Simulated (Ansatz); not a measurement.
# CH7BSi2 (SMILES CB1[SiH2][SiH2]1) at RPA@PBE/6-31G(d) (spherical functions)

What is the vertical singlet–triplet gap of CH7BSi2 at RPA@PBE/6-31G* (spherical functions)? 

The results are computed with Ansatz 0.2.0.

75 further runs of the same task are left out: 75 set aside as unsound or not needed.

## 1. The system as given

The species is CH7BSi2 (11 atoms), meant as a singlet with charge 0. SMILES: `CB1[SiH2][SiH2]1`. Geometry: relaxed at PBE0-D4/def2-TZVP.

Bond lengths: C1–B2 1.566 Å, B2–Si3 1.907 Å, B2–Si4 1.907 Å, C1–H5 1.092 Å, C1–H6 1.099 Å, C1–H7 1.092 Å, Si3–H8 1.482 Å, Si3–H9 1.489 Å, Si4–H10 1.489 Å, Si4–H11 1.482 Å. Some angles: C1–B2–Si3 130.2°, C1–B2–Si4 130.2°, Si3–B2–Si4 83.2°, B2–C1–H5 114.1°, B2–C1–H6 106.3°, B2–C1–H7 114.1°, B2–Si3–H8 124.3°, B2–Si3–H9 125.0°, B2–Si4–H10 124.9°, B2–Si4–H11 124.3°. A long bond or contact: Si3–Si4 2.531 Å.

## 2. The energy at RPA@PBE/6-31G(d) (spherical functions)

job.yaml reads:

```yaml
crystal:
  periodic: [false, false, false]
  atoms:
    - {symbol: C, position_ang: [-0.263900, 1.793500, 0.099500]}
    - {symbol: B, position_ang: [-0.450600, 0.243000, -0.016600]}
    - {symbol: Si, position_ang: [0.018800, -1.148600, 1.199400]}
    - {symbol: Si, position_ang: [0.210300, -0.982900, -1.318800]}
    - {symbol: H, position_ang: [0.165600, 2.121800, 1.048800]}
    - {symbol: H, position_ang: [-1.271300, 2.229100, 0.051100]}
    - {symbol: H, position_ang: [0.301000, 2.238000, -0.723000]}
    - {symbol: H, position_ang: [-0.479200, -2.541300, 1.107000]}
    - {symbol: H, position_ang: [0.876900, -0.975400, 2.403900]}
    - {symbol: H, position_ang: [1.239000, -0.662800, -2.346600]}
    - {symbol: H, position_ang: [-0.281200, -2.371200, -1.484200]}
basis:
  gaussian: {orbitals: 6-31G_st_-spherical.json}
hamiltonian: {xc: {name: PBE}}
correlation: {method: rpa, frozen_orbitals: {B: 1, C: 1, H: 0, Si: 5}}
accuracy: high
```

The basis set 6-31G* is read from a file made from the Basis Set Exchange's data (not shown).

Run with:

```bash
$ ansatz run job.yaml --threads 1 --pin off --max-ram 3480MiB --events-out events.jsonl --progress --plain --runs-dir runs
```

The log of the run:

```text
Warning: RAYON_NUM_THREADS=1 ignored (pool sized by the plan → 1); use --threads N
Functional definition: PBE
  name "PBE"
  parameter kappa = 0.804
  parameter beta = 0.06672455060314922
  exchange = pbe_x(kappa = kappa, mu = beta*pi^2/3)
  correlation = pbe_c(beta = beta)
1867 factors; integrals over basis functions are off by at most 3.4e-9 eV
mean field evaluation 1: about -17560.2749 eV, gradient 5.4e1 eV
mean field evaluation 2: about -17560.2558 eV, gradient 5.4e1 eV
mean field evaluation 4: about -17567.7780 eV, gradient 1.3e1 eV
mean field evaluation 8: about -17568.5242 eV, gradient 4.6e-1 eV
mean field evaluation 16: about -17568.5248 eV, gradient 1.7e-4 eV
mean field -17568.52480382 eV, -645.6313781667 hartree, gradient 2.8e-8 eV, S^2 0.000000; 0 other end points of the search recorded, 0 dependent functions left out
12 core orbitals not correlated: weight in the atoms' cores, before any rotation towards them, 1.000 or more for the frozen orbitals, at most 0.000 for the correlated occupied ones
reference -17533.04878174 eV, -644.3276584017 hartree; 11, 11 occupied and 55, 55 virtual orbitals, 1867 factors
Total energy: -17551.84624357 eV, -645.0184523825 hartree
```

Wall time 12 s (1 thread of Arm Neoverse V1, shared host); peak memory 0.28 GiB.

## 3. The triplet, same level

in.yaml reads:

```yaml
crystal:
  periodic: [false, false, false]
  atoms:
    - symbol: C
      position_ang: [-0.263900, 1.793500, 0.099500]
    - symbol: B
      position_ang: [-0.450600, 0.243000, -0.016600]
    - symbol: Si
      position_ang: [0.018800, -1.148600, 1.199400]
    - symbol: Si
      position_ang: [0.210300, -0.982900, -1.318800]
    - symbol: H
      position_ang: [0.165600, 2.121800, 1.048800]
    - symbol: H
      position_ang: [-1.271300, 2.229100, 0.051100]
    - symbol: H
      position_ang: [0.301000, 2.238000, -0.723000]
    - symbol: H
      position_ang: [-0.479200, -2.541300, 1.107000]
    - symbol: H
      position_ang: [0.876900, -0.975400, 2.403900]
    - symbol: H
      position_ang: [1.239000, -0.662800, -2.346600]
    - symbol: H
      position_ang: [-0.281200, -2.371200, -1.484200]
basis:
  gaussian:
    orbitals: 6-31G_st_-spherical.json
total_charge: 0
magnetization:
  spin_polarized: true
  initial_magnetization: 2
hamiltonian:
  xc: {name: PBE}
correlation:
  method: rpa
  frozen_orbitals: {B: 1, C: 1, H: 0, Si: 5}
accuracy: high
```

The basis set 6-31G* is read from a file made from the Basis Set Exchange's data (not shown).

Run with:

```bash
$ ansatz run in.yaml --threads 1 --pin off --max-ram 3480MiB --events-out events.jsonl --progress --plain --runs-dir runs
```

The log of the run, cut to the lines that bear on the results:

```text
Warning: RAYON_NUM_THREADS=1 ignored (pool sized by the plan → 1); use --threads N
[... 2 set-up lines as earlier in the session ...]
[...]
1868 factors; integrals over basis functions are off by at most 3.4e-9 eV
[...]
mean field -17565.68943683 eV, -645.5271803515 hartree, gradient 8.2e-8 eV, S^2 2.005612; 10 other end points of the search recorded, 0 dependent functions left out
12 core orbitals not correlated: weight in the atoms' cores, before any rotation towards them, 1.000 or more for the frozen orbitals, at most 0.000 for the correlated occupied ones
reference -17530.49841490 eV, -644.2339341488 hartree; 12, 10 occupied and 54, 56 virtual orbitals, 1868 factors
Total energy: -17548.85272780 eV, -644.9084427069 hartree
```

Run time: 56 s. Hardware: 1 thread of Arm Neoverse V1, shared host; peak memory 0.35 GiB.

## 4. Results

Level: RPA@PBE/6-31G* (spherical functions), 12 core orbitals frozen.

| quantity | value |
| --- | --- |
| singlet: total energy | -645.01845 Eh |
| singlet: RPA correlation energy (valence) | -690.8 mEh |
| triplet: total energy | -644.90844 Eh |
| triplet: RPA correlation energy (valence) | -674.5 mEh |
| triplet: ⟨S²⟩ of the reference determinant | 2.006 |
| vertical energy of the triplet above the singlet | 2.994 eV |

What this shows: At this shape the triplet lies 2.99 eV (69 kcal/mol) above the singlet.
